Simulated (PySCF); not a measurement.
# C4H12Sn (SnMe4): the cost of one run

Programs: PySCF 2.14.0, with routines of our own; each step states its level. All values are computed. Atoms count from 0.

### 1 The starting structure

17 atoms, charge 0, multiplicity 1; geometry from: GFN2-xTB.

### 2 Relaxing the molecule at PBE0-D3(BJ)/def2-SVP

The job: settings as JSON, then the geometry in Å.

```
{"job": {"xc": "PBE0", "basis": "def2-SVP", "d3": "d3bj", "grid": 1, "maxiter": 30, "shake": 0.03, "kind": "geom"}, "charge": 0, "multiplicity": 1}
Sn     0.061390    -0.076360     0.012740
C     -0.018120    -0.029120     2.188340
H     -1.074820     0.048470     2.547020
H      0.667560     0.829490     2.568810
H      0.432670    -0.951210     2.537720
C      2.055790     0.019550    -0.738600
H      2.115630    -0.102740    -1.809550
H      2.671370    -0.800860    -0.313680
H      2.555760     0.948770    -0.406970
C     -1.041630     1.790300    -0.688870
H     -0.962040     1.878410    -1.768190
H     -0.595290     2.688260    -0.241340
H     -2.173110     1.783560    -0.502250
C     -1.081940    -1.779900    -0.723100
H     -2.029570    -1.901650    -0.297610
H     -0.471790    -2.640200    -0.477300
H     -1.140400    -1.705340    -1.826930
```

Run with:

```bash
OMP_NUM_THREADS=1 python heavy_run.py task.json out
```

This one command runs all jobs of the session in turn.

**Question.** How long does this first job take on 1 thread of Arm Neoverse V2, shared host, and how much memory does it need?

About 72 s, with a peak of 0.55 GiB.
